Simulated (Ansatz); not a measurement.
# CH₇BO₃Si: up Jacob's ladder to CCSD(T)

One table from this session's results is given with a row withheld; the runs are named, their logs left out.

Program: Ansatz 0.2.0, Gaussian basis. Level of theory: functionals in def2-TZVPP, the program's frozen cores in correlated methods. These are calculated values, not measurements.

Levels to be run: PBE-D4, r2SCAN-D4, PBE0-D4, B3LYP-D4, ωB97X-V, ωB97M-V, B2PLYP; CCSD(T)/def2-TZVPP; MP2/def2-QZVPP; extrapolation to the limit.

### Structure used throughout

An earlier PBE0-D4 in a triple-zeta def2 set relaxation fixed the geometry.

SMILES `COB(O)O[SiH3]`, 13 atoms, charge 0, spin multiplicity 1.

Atoms are counted from 1 here; the program's logs count them from 0.

Bond lengths: C1–O2 1.406 Å, C1–H7 1.090 Å, C1–H8 1.096 Å, C1–H9 1.096 Å, O2–B3 1.371 Å, B3–O4 1.364 Å, B3–O5 1.359 Å, O4–H10 0.958 Å, O5–Si6 1.648 Å, Si6–H11 1.485 Å, Si6–H12 1.482 Å, Si6–H13 1.485 Å. Angles: O2–C1–H7 108.1°, O2–C1–H8 111.6°, O2–C1–H9 111.6°, H7–C1–H8 108.2°, H7–C1–H9 108.1°, H8–C1–H9 109.2°, C1–O2–B3 121.7°, O2–B3–O4 124.3°, O2–B3–O5 117.9°, O4–B3–O5 117.8°, B3–O4–H10 114.5°, B3–O5–Si6 130.2°, O5–Si6–H11 110.8°, O5–Si6–H12 106.6°, O5–Si6–H13 110.9°, H11–Si6–H12 109.6°, H11–Si6–H13 109.4°, H12–Si6–H13 109.6°.

Coordinates:

```xyz
13
charge 0, multiplicity 1
C    -0.53563   -1.21168    1.62883
O    -0.41619   -0.42604    0.46914
B     0.77068    0.16305    0.11598
O     1.92613    0.05661    0.83342
O     0.79824    0.90222   -1.02384
Si   -0.39676    1.22811   -2.11047
H    -1.56713   -1.55668    1.69826
H     0.11691   -2.09172    1.58916
H    -0.30776   -0.63498    2.53304
H     1.85326   -0.47707    1.62596
H    -0.90588   -0.02358   -2.72709
H     0.20512    2.08760   -3.15717
H    -1.52079    1.94944   -1.46064
```

The first run:

in.yaml reads:

```yaml
crystal:
  periodic: [false, false, false]
  atoms:
    - {symbol: C, position_ang: [-0.535635, -1.211675, 1.628830]}
    - {symbol: O, position_ang: [-0.416193, -0.426037, 0.469142]}
    - {symbol: B, position_ang: [0.770682, 0.163050, 0.115983]}
    - {symbol: O, position_ang: [1.926127, 0.056613, 0.833423]}
    - {symbol: O, position_ang: [0.798240, 0.902219, -1.023837]}
    - {symbol: Si, position_ang: [-0.396755, 1.228108, -2.110472]}
    - {symbol: H, position_ang: [-1.567127, -1.556676, 1.698262]}
    - {symbol: H, position_ang: [0.116914, -2.091719, 1.589161]}
    - {symbol: H, position_ang: [-0.307759, -0.634983, 2.533045]}
    - {symbol: H, position_ang: [1.853256, -0.477072, 1.625963]}
    - {symbol: H, position_ang: [-0.905884, -0.023576, -2.727094]}
    - {symbol: H, position_ang: [0.205119, 2.087605, -3.157168]}
    - {symbol: H, position_ang: [-1.520787, 1.949443, -1.460637]}
basis:
  gaussian: {orbitals: def2-TZVPP}
hamiltonian: {xc: pbe, dispersion: d4}
output: {forces: true, orbitals: {seedname: orbitals}}
```

Run with:

```sh
$ ansatz run in.yaml --threads 2 --pin off --events-out ev --progress --plain --max-ram 32768MiB --backend cuda --devices 0, --max-vram 18GiB
```

Among the steps run: PBE-D4 (GGA); r2SCAN-D4 (meta-GGA); PBE0-D4 (hybrid); B3LYP-D4 (hybrid); ωB97X-V (range-separated); ωB97M-V (range-separated); B2PLYP (double hybrid); CCSD(T) in def2-TZVPP; MP2 in def2-QZVPP.

One of the session's tables, all rows but one given; the rest of the session is left out.

| method | atomisation energy (kcal/mol) |
| --- | --- |
| PBE-D4 | 1258.4 |
| r2SCAN-D4 | 1247.1 |
| PBE0-D4 | 1235.8 |
| B3LYP-D4 | 1241.7 |
| ωB97X-V | 1245.3 |
| ωB97M-V | 1247.7 |
| B2PLYP | ? |
| HF/def2-TZVPP | 920.7 |
| MP2/def2-TZVPP | 1239.5 |
| CCSD/def2-TZVPP | 1196.3 |
| CCSD(T)/def2-TZVPP | 1212.9 |
| MP2/CBS | 1271.4 |
| CCSD(T)/CBS | 1244.8 |

Estimate the missing values for B2PLYP.

The run gave: atomisation energy (kcal/mol): 1231.9. In the column «atomisation energy (kcal/mol)» it lies between CCSD(T)/def2-TZVPP (1212.9) and PBE0-D4 (1235.8).
